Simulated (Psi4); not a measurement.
# CuNH2 (SMILES [NH2][Cu]): a chain of runs

We compute a geometry optimisation (PBEh-3c/def2-mSVP), then vibrational wavenumbers of CuNH2. 

The results are computed with Psi4 1.11.

## Step 1: The molecule

The species is CuNH2 (4 atoms), meant as a singlet with charge 0. SMILES: `[NH2][Cu]`. All atoms were displaced at random from a relaxed shape. The run starts from this shape.

Bond lengths: N1–Cu2 1.746 Å, N1–H3 1.026 Å, N1–H4 1.139 Å. Angles: Cu2–N1–H3 111.3°, Cu2–N1–H4 108.1°, H3–N1–H4 100.2°.

## Step 2: A structure relaxation at PBEh-3c/def2-mSVP (density fitting) (run 1)

The input, cuh2n.py:

```python
import psi4

psi4.set_memory(1600000000)
psi4.set_num_threads(1)
psi4.core.set_output_file('cuh2n.out', False)

geom = psi4.geometry("""
0 1
N     -0.240600     0.224933     0.189792
Cu     1.380049    -0.318080     0.544286
H     -0.893841    -0.563622     0.129842
H     -0.263397     0.588344    -0.889533
symmetry c1
""")

options = {'geom_maxiter': 60}
psi4.set_options(options)

result = psi4.optimize("pbeh-3c")
print(f'pbeh-3c energy: {result:.10f} Eh')
geom.save_xyz_file('final.xyz', False)
```

On the command line:

```console
$ python cuh2n.py
```

cuh2n.out:

```text
gradient() will perform analytic gradient computation.

   => Loading Basis Set <=

    Name: DEF2-MSVP
    Role: ORBITAL
    Keyword: BASIS

   => PBEH3C: Empirical Dispersion <=

        s6 =       1.000000
        s8 =       0.000000
        a1 =       0.486000
        a2 =       4.500000

         ---------------------------------------------------------
                                   SCF
                              RKS Reference
                        1 Threads,   1525 MiB Core
         ---------------------------------------------------------

  ==> Geometry <==

    Molecular point group: c1
    Full point group: C1

    Geometry (in Angstrom), charge = 0, multiplicity = 1:

       Center              X                  Y                   Z               Mass
    ------------   -----------------  -----------------  -----------------  -----------------
         N           -1.283187017795     0.438262139438    -0.268023112729    14.003074004430
         CU           0.337461982205    -0.104750860562     0.086470887271    62.929597720000
         H           -1.936428017795    -0.350292860562    -0.327973112729     1.007825032230
         H           -1.305984017795     0.801673139438    -1.347348112729     1.007825032230

  Running in c1 symmetry.

  Rotational constants: A =      8.52899  B =      0.40254  C =      0.39460 [cm^-1]
  Rotational constants: A = 255692.78281  B =  12067.98427  C =  11829.82795 [MHz]
  Nuclear repulsion =   81.821517695306738

  Charge       = 0
  Multiplicity = 1
  Electrons    = 38
  Nalpha       = 19
  Nbeta        = 19

  ==> Algorithm <==

  SCF Algorithm Type is DF.
  DIIS enabled.
  MOM disabled.
  Fractional occupation disabled.
  Guess Type is SAD.
  Energy threshold   = 1.00e-08
  Density threshold  = 1.00e-08
  Integral threshold = 1.00e-12

  ==> Primary Basis <==

  Basis Set: DEF2-MSVP
    Blend: DEF2-MSVP
    Number of shells: 22
    Number of basis functions: 50
    Number of Cartesian functions: 56
    Spherical Harmonics?: true
    Max angular momentum: 3

  ==> DFT Potential <==

   => LibXC <=

    Version 7.1.2

   => Composite Functional: PBEH3C <=

    PBE Hybrid based 3C composite method with a small basis set, gCP and D3(BJ)

    Deriv               =              1
    GGA                 =           TRUE
    Meta                =          FALSE

    Exchange Hybrid     =           TRUE
    MP2 Hybrid          =          FALSE

   => Exchange Functionals <=

    0.5800     XC_GGA_X_PBE

   => Exact (HF) Exchange <=

    0.4200               HF

   => Correlation Functionals <=

    1.0000     XC_GGA_C_PBE

   => LibXC Density Thresholds  <==

    XC_GGA_C_PBE:  1.00E-12
    XC_GGA_X_PBE:  1.00E-15

   => Molecular Quadrature <=

    Radial Scheme          =       TREUTLER
    Pruning Scheme         =           NONE
    Nuclear Scheme         =       TREUTLER

    Blocking Scheme        =         OCTREE
    BS radius alpha        =              1
    Pruning alpha          =              1
    Radial Points          =             75
    Spherical Points       =            302
    Total Points           =          87726
    Total Blocks           =            718
    Max Points             =            256
    Max Functions          =             50
    Weights Tolerance      =       1.00E-15

   => Loading Basis Set <=

    Name: (DEF2-MSVP AUX)
    Role: JKFIT
    Keyword: DF_BASIS_SCF

  ==> Integral Setup <==

  DFHelper Memory: AOs need 0.009 GiB; user supplied 1.020 GiB.
  SCF_SUBTYPE=INCORE selected. In-core MEM_DF algorithm will be used.
  Using in-core AOs.

  ==> MemDFJK: Density-Fitted J/K Matrices <==

    J tasked:                   Yes
    K tasked:                   Yes
    wK tasked:                   No
    Memory [MiB]:              1044
    Algorithm:                 Core
    Schwarz Cutoff:           1E-12
    Mask sparsity (%):       0.8000
    Fitting Condition:        1E-10

   => Auxiliary Basis Set <=

  Basis Set: (DEF2-MSVP AUX)
    Blend: DEF2-UNIVERSAL-JKFIT
    Number of shells: 95
    Number of basis functions: 377
    Number of Cartesian functions: 510
    Spherical Harmonics?: true
    Max angular momentum: 6

  Cached 100.0% of DFT collocation blocks in 0.098 [GiB].

  Minimum eigenvalue in the overlap matrix is 2.4470015194E-02.
  Reciprocal condition number of the overlap matrix is 6.1065802098E-03.
    Using symmetric orthogonalization.

  ==> Pre-Iterations <==

  SCF Guess: Superposition of Atomic Densities via on-the-fly atomic UHF (no occupation information).

   -------------------------
    Irrep   Nso     Nmo
   -------------------------
     A         50      50
   -------------------------
    Total      50      50
   -------------------------

  ==> Iterations <==

                           Total Energy        Delta E     RMS |[F,P]|

   @DF-RKS iter SAD: -1692.23314971013701   -1.69223e+03   0.00000e+00
[... 4 lines left out ...]
   @DF-RKS iter   5: -1695.33421390990225   -5.17364e-01   3.76804e-03 DIIS/ADIIS
[... 4 lines left out ...]
   @DF-RKS iter  10: -1695.35195142508860   -1.06859e-06   4.71474e-06 DIIS
[... 4 lines left out ...]
   @DF-RKS iter  15: -1695.35195171291889   -7.50333e-12   1.51975e-08 DIIS
[... 40 lines left out ...]
    Nuclear Repulsion Energy =             81.8215176953067385
[... 4 lines left out ...]
    VV10 Nonlocal Energy =                  0.0000000000000000
[... 90 lines left out ...]
    Weights Tolerance      =       1.00E-15
[... 132 lines left out ...]
    Weights Tolerance      =       1.00E-15
[... 44 lines left out ...]
   @DF-RKS iter   3: -1695.36314838318026   -2.36968e-04   3.07127e-04 DIIS/ADIIS
[... 4 lines left out ...]
   @DF-RKS iter   8: -1695.36321513189432   -3.84489e-08   4.21314e-07 DIIS
[... 4 lines left out ...]
  Energy and wave function converged.
[... 18 lines left out ...]
    Two-Electron Energy =                 791.7732802879713745
[... 18 lines left out ...]
 Dipole X            :          5.8639119           -4.7332925            1.1306194
[... 91 lines left out ...]
	Measures of convergence in internal coordinates in au.
[... 95 lines left out ...]
   @DF-RKS iter   0: -1695.36566636825592   -1.69537e+03   2.11606e-03
[... 4 lines left out ...]
   @DF-RKS iter   5: -1695.36403525373930   -4.83731e-07   1.16660e-05 DIIS
[... 4 lines left out ...]
   @DF-RKS iter  10: -1695.36403555840525   -1.38698e-11   2.47916e-08 DIIS
[... 18 lines left out ...]
    Nuclear Repulsion Energy =             79.0205399992180446
[... 4 lines left out ...]
    VV10 Nonlocal Energy =                  0.0000000000000000
[... 59 lines left out ...]
    Weights Tolerance      =       1.00E-15
[... 121 lines left out ...]
    Weights Tolerance      =       1.00E-15
[... 24 lines left out ...]
   @DF-RKS iter   3: -1695.36419021393158   -3.10917e-06   2.50076e-05 DIIS
[... 4 lines left out ...]
   @DF-RKS iter   8: -1695.36419105733103   -5.70026e-10   9.02752e-08 DIIS
[... 10 lines left out ...]
    Final Occupation by Irrep:
[... 12 lines left out ...]
    DFT Exchange-Correlation Energy =     -43.4527737173015538
[... 18 lines left out ...]
 Dipole Y            :         -1.5954844            0.9397621           -0.6557222
[... 95 lines left out ...]
	   Step    Total Energy     Delta E     Max Force     RMS Force      Max Disp      RMS Disp
[... 91 lines left out ...]
   @DF-RKS iter   1: -1695.36423014607044    1.71787e-03   2.96557e-05 DIIS
[... 4 lines left out ...]
   @DF-RKS iter   6: -1695.36423187296532   -1.01641e-08   6.65398e-07 DIIS
[... 4 lines left out ...]
  Energy and wave function converged.
[... 18 lines left out ...]
    Two-Electron Energy =                 790.4048136792785044
[... 18 lines left out ...]
 Dipole X            :          5.9757310           -4.8245917            1.1511393
[... 91 lines left out ...]
	Measures of convergence in internal coordinates in au.
[... 95 lines left out ...]
   @DF-RKS iter   0: -1695.36529350084015   -1.69537e+03   3.30517e-04
[... 4 lines left out ...]
   @DF-RKS iter   5: -1695.36427047063171   -2.61896e-08   2.06875e-06 DIIS
[... 4 lines left out ...]
   @DF-RKS iter  10: -1695.36427048452856   -2.72848e-12   2.73853e-09 DIIS
[... 18 lines left out ...]
    One-Electron Energy =               -2521.0008906835651032
[... 4 lines left out ...]
    Total Energy =                      -1695.3642704845285607
[... 104 lines left out ...]
	                                 ==> Convergence Check <==
[... 95 lines left out ...]
                           Total Energy        Delta E     RMS |[F,P]|
[... 5 lines left out ...]
   @DF-RKS iter   4: -1695.36428691167384   -1.20529e-07   3.00320e-06 DIIS
[... 4 lines left out ...]
   @DF-RKS iter   9: -1695.36428694279311   -6.82121e-12   6.91612e-09 DIIS
[... 18 lines left out ...]
    One-Electron Energy =               -2521.2165844924952580
[... 4 lines left out ...]
    Total Energy =                      -1695.3642869427928872
[... 104 lines left out ...]
	                                 ==> Convergence Check <==
[... 95 lines left out ...]
                           Total Energy        Delta E     RMS |[F,P]|
[... 5 lines left out ...]
   @DF-RKS iter   4: -1695.36428784419650   -5.53405e-09   4.79377e-07 DIIS
[... 4 lines left out ...]
  Energy and wave function converged.
[... 19 lines left out ...]
    Virtual:

      20A     -0.042707    21A      0.101718    22A      0.143789
      23A      0.158305    24A      0.210252    25A      0.260800
      26A      0.367779    27A      0.831775    28A      0.883603
[... 6 lines of this table left out ...]
      47A      5.951569    48A      5.951572    49A      5.984597
      50A     19.104856

    Final Occupation by Irrep:
              A
    DOCC [    19 ]
    NA   [    19 ]
    NB   [    19 ]

  @DF-RKS Final Energy: -1695.36428784527948

   => Energetics <=

    Nuclear Repulsion Energy =             78.7105390836550640
    One-Electron Energy =               -2521.2576176146199032
    Two-Electron Energy =                 790.6271088996512617
    DFT Exchange-Correlation Energy =     -43.4550638893792183
    Empirical Dispersion Energy =           0.0107456754132910
    VV10 Nonlocal Energy =                  0.0000000000000000
    Total Energy =                      -1695.3642878452794776

Computation Completed

Properties will be evaluated at   0.000000,   0.000000,   0.000000 [a0]

Properties computed using the SCF density matrix

 Multipole Moments:

 ------------------------------------------------------------------------------------
     Multipole            Electronic (a.u.)      Nuclear  (a.u.)        Total (a.u.)
 ------------------------------------------------------------------------------------

 L = 1.  Multiply by 2.5417464519 to convert [e a0] to [Debye]
 Dipole X            :          5.9760712           -4.8371040            1.1389672
 Dipole Y            :         -1.5629696            0.9386533           -0.6243164
 Dipole Z            :          2.0655242           -2.0531194            0.0124048
 Magnitude           :                                                    1.2989115

 ------------------------------------------------------------------------------------

	total time  =          4 seconds =       0.07 minutes

         ------------------------------------------------------------
                                   SCF GRAD
         ------------------------------------------------------------

  ==> Geometry <==

    Molecular point group: c1
    Full point group: C1

    Geometry (in Angstrom), charge = 0, multiplicity = 1:

       Center              X                  Y                   Z               Mass
    ------------   -----------------  -----------------  -----------------  -----------------
         N           -1.339802422410     0.436416160729    -0.362533588332    14.003074004430
         CU           0.352763200026    -0.104827018609     0.107230587280    62.929597720000
         H           -2.018327949561    -0.322095086042    -0.348291934472     1.007825032230
         H           -1.392873088086     0.803879423908    -1.310123961986     1.007825032230

  Nuclear repulsion =   78.710539083655064

   => Molecular Quadrature <=

    Radial Scheme          =       TREUTLER
    Pruning Scheme         =           NONE
    Nuclear Scheme         =       TREUTLER

    Blocking Scheme        =         OCTREE
    BS radius alpha        =              1
    Pruning alpha          =              1
    Radial Points          =             75
    Spherical Points       =            302
    Total Points           =          87677
    Total Blocks           =            718
    Max Points             =            255
    Max Functions          =             50
    Weights Tolerance      =       1.00E-15

  -Total Gradient:
     Atom            X                  Y                   Z
    ------   -----------------  -----------------  -----------------
       1        0.000076886282     0.000113887950     0.000024229670
       2        0.000000827389    -0.000032424256     0.000018123251
       3        0.000003975078    -0.000044942731    -0.000035542825
       4       -0.000055170532    -0.000038875836     0.000007847121

	total time  =          1 seconds =       0.02 minutes

    			-----------------------------------------

    			 OPTKING 3.0: for geometry optimizations

    			        with contributions from

    			-----------------------------------------

	                            ===> Fragment 1 <==

	 Z (Atomic Numbers)          Masses                          Geom
	       7.000000            14.003074         -2.53185964  0.82470702 -0.68508919
	      29.000000            62.929598          0.66662584 -0.19809436  0.20263644
	       1.000000             1.007825         -3.81408706 -0.60867150 -0.65817637
	       1.000000             1.007825         -2.63214866  1.51911195 -2.47577548

	 - Coordinate -           - BOHR/RAD -       - ANG/DEG -
	 R(1,2)           =         3.473397           1.838043
	 R(1,3)           =         1.923384           1.017811
	 R(1,4)           =         1.923230           1.017729
[... 5 lines of this table left out ...]
	 O(4,1,2,3)       =         0.944682          54.126306

	        --- Internal Coordinate Step in ANG or DEG, aJ/ANG or AJ/DEG ---
	-------------------------------------------------------------------------------
	           Coordinate      Previous         Force          Change          New
	           ----------      --------        ------          ------        ------
	               R(1,2)       1.83804       -0.00006       -0.00011       1.83793
	               R(1,3)       1.01781       -0.00029       -0.00008       1.01773
	               R(1,4)       1.01773        0.00012       -0.00001       1.01772
[... 5 lines of this table left out ...]
	           O(4,1,2,3)      54.12631        0.00000       -0.04323      54.08308
	-------------------------------------------------------------------------------

	                                 ==> Convergence Check <==

	Measures of convergence in internal coordinates in au.

	Criteria marked as inactive (o), active & met (*), and active & unmet ( ).

	----------------------------------------------------------------------------------------------
	   Step    Total Energy     Delta E     Max Force     RMS Force      Max Disp      RMS Disp
	----------------------------------------------------------------------------------------------
	  Convergence Criteria     1.00e-06 *    3.00e-04 *             o    1.20e-03 *             o
	----------------------------------------------------------------------------------------------
	     8   -1695.36428785   -9.02e-07 *    6.77e-05 *    3.89e-05 o    1.31e-03      6.67e-04 o  ~
	----------------------------------------------------------------------------------------------

Next Geometry in Ang
	Fragment 1 (Ang)

	    N  -1.3397971254   0.4360454676  -0.3626518495
	   Cu   0.3528181149  -0.1046230139   0.1071488622
	    H  -2.0186541927  -0.3220615880  -0.3481608307
	    H  -1.3926070568   0.8040126143  -1.3100550795

    Final optimized geometry and variables:
    Molecular point group: c1
    Full point group: C1

    Geometry (in Angstrom), charge = 0, multiplicity = 1:

    N           -1.339802422410     0.436416160729    -0.362533588332
    CU           0.352763200026    -0.104827018609     0.107230587280
    H           -2.018327949561    -0.322095086042    -0.348291934472
    H           -1.392873088086     0.803879423908    -1.310123961986

[set-up sections that repeat, and orbital energies of the middle runs, are left out above]
```

Standard output:

```text
Some dependencies such as QCElemental have not yet finished migration to pydantic v2. If issues are encountered please downgrade pydantic or upgrade QCElemental as appropriate
	Previous geometry is closer to target in internal coordinates, so using that one.

	Best geometry has RMS(Delta(q)) = 4.74e-04

Optimizer: Optimization complete!
pbeh-3c energy: -1695.3642878453 Eh
```

Run time: 59 s. Hardware: 1 thread of AMD EPYC (Zen 3), shared host; peak memory 0.37 GiB.

Steps, from the record of the run:

| step | energy from the first frame kept (eV) | largest force (eV/Å) |
| --- | --- | --- |
| 0 | 0.0000 | 4.4544 |
| 1 | -0.3065 | 1.0275 |
| 2 | -0.3288 | 0.2862 |
| 3 | -0.3330 | 0.2171 |
| 4 | -0.3342 | 0.1544 |
| 5 | -0.3352 | 0.0783 |
| 6 | -0.3357 | 0.0232 |
| 7 | -0.3357 | 0.0072 |

After the run. Bond lengths: N1–Cu2 1.838 Å, N1–H3 1.018 Å, N1–H4 1.018 Å. Angles: Cu2–N1–H3 113.0°, Cu2–N1–H4 113.1°, H3–N1–H4 104.3°.

## Step 3: Vibrational wavenumbers at PBEh-3c/def2-mSVP (density fitting) (run 2)

The input, job.in:

```
memory 1600 MB

molecule {
  0 1
  N     -0.297215     0.223087     0.095282
  Cu     1.395350    -0.318156     0.565046
  H     -0.975741    -0.535424     0.109523
  H     -0.350286     0.590550    -0.852309
  symmetry c1
}

set t 400.0
set rotational_symmetry_number 1

e, wfn = frequencies("pbeh-3c", return_wfn=True)
```

On the command line:

```console
$ psi4 -i job.in -o job.out -n 1
```

job.out, shortened:

```text
[...]
  Running in c1 symmetry.
[...]
  Nuclear repulsion =   78.710558685137585
[...]
  Multiplicity = 1
[...]
  Nalpha       = 19
  Nbeta        = 19
[...]
    Number of basis functions: 50
[...]
   @DF-RKS iter   1: -1693.38872269466424   -1.22808e+00   4.10184e-02 DIIS/ADIIS
[...]
   @DF-RKS iter  16: -1695.36428527025078   -2.27374e-13   4.35203e-09 DIIS
[...]
  @DF-RKS Final Energy: -1695.36428527025078
   => Energetics <=
    Nuclear Repulsion Energy =             78.7018780580701076
    One-Electron Energy =               -2521.2413375343303414
    Two-Electron Energy =                 790.6190369102097293
    DFT Exchange-Correlation Energy =     -43.4546037492904489
    Empirical Dispersion Energy =           0.0107410450901832
    VV10 Nonlocal Energy =                  0.0000000000000000
    Total Energy =                      -1695.3642852702510027
[...]
  -Total Gradient:
     Atom            X                  Y                   Z
    ------   -----------------  -----------------  -----------------
       1        0.000041772768    -0.000468764824     0.001214280056
       2       -0.000000393066    -0.000044535673     0.000032561252
       3        0.000021500083    -0.000119012871     0.000134568583
       4       -0.000036311892     0.000629999456    -0.001366802060
[...]
  ==> Harmonic Vibrational Analysis <==
[...]
  Freq [cm^-1]                 568.2351            667.2373            821.1024
[...]
  IR activ [km/mol]            41.1634             112.6620            50.1185
[...]
  Freq [cm^-1]                1646.8689           3521.2796           3613.0724
[...]
  IR activ [km/mol]             3.0761              5.0271              0.0541
[...]
  Total E_0, Enthalpy at 0 [K]                                                        -1695.33959753 [Eh]
[...]
  Total H, Enthalpy at  400.00 [K]                                                    -1695.33361600 [Eh]
[...]
  Total G, Gibbs energy at  400.00 [K]                                                -1695.37384799 [Eh]
[...]
```

The script printed:

```text
Warning: used thermodynamics relations inappropriate for low-frequency modes: ['568.2351']
```

It took 2.8 min on 1 thread of AMD EPYC (Zen 3), shared host; peak memory 0.4 GiB.

## Step 4: Results

| quantity | value |
| --- | --- |
| run 1, PBEh-3c/def2-mSVP: total energy at the end | -1695.36429 Eh |
| run 1, PBEh-3c/def2-mSVP: dipole moment | 3.30 D |
| run 1, PBEh-3c/def2-mSVP: HOMO energy | -6.14 eV |
| run 1, PBEh-3c/def2-mSVP: LUMO energy | -1.16 eV |
| run 1, PBEh-3c/def2-mSVP: HOMO–LUMO gap | 4.97 eV |
| run 2, PBEh-3c/def2-mSVP: lowest harmonic wavenumber | 568 cm⁻¹ |
| run 2, PBEh-3c/def2-mSVP: highest harmonic wavenumber | 3613 cm⁻¹ |
| run 2, PBEh-3c/def2-mSVP: zero-point energy | 64.8 kJ/mol |
| run 2, PBEh-3c/def2-mSVP: ideal-gas entropy at 400 K (symmetry number 1 as used) | 63.1 cal/(mol K) |

**Reading.** The optimisation (run 1, PBEh-3c/def2-mSVP) took 8 steps and changed the energy by -0.336 eV. All 6 modes (run 2, PBEh-3c/def2-mSVP) are real, so the shape is a minimum at this level.
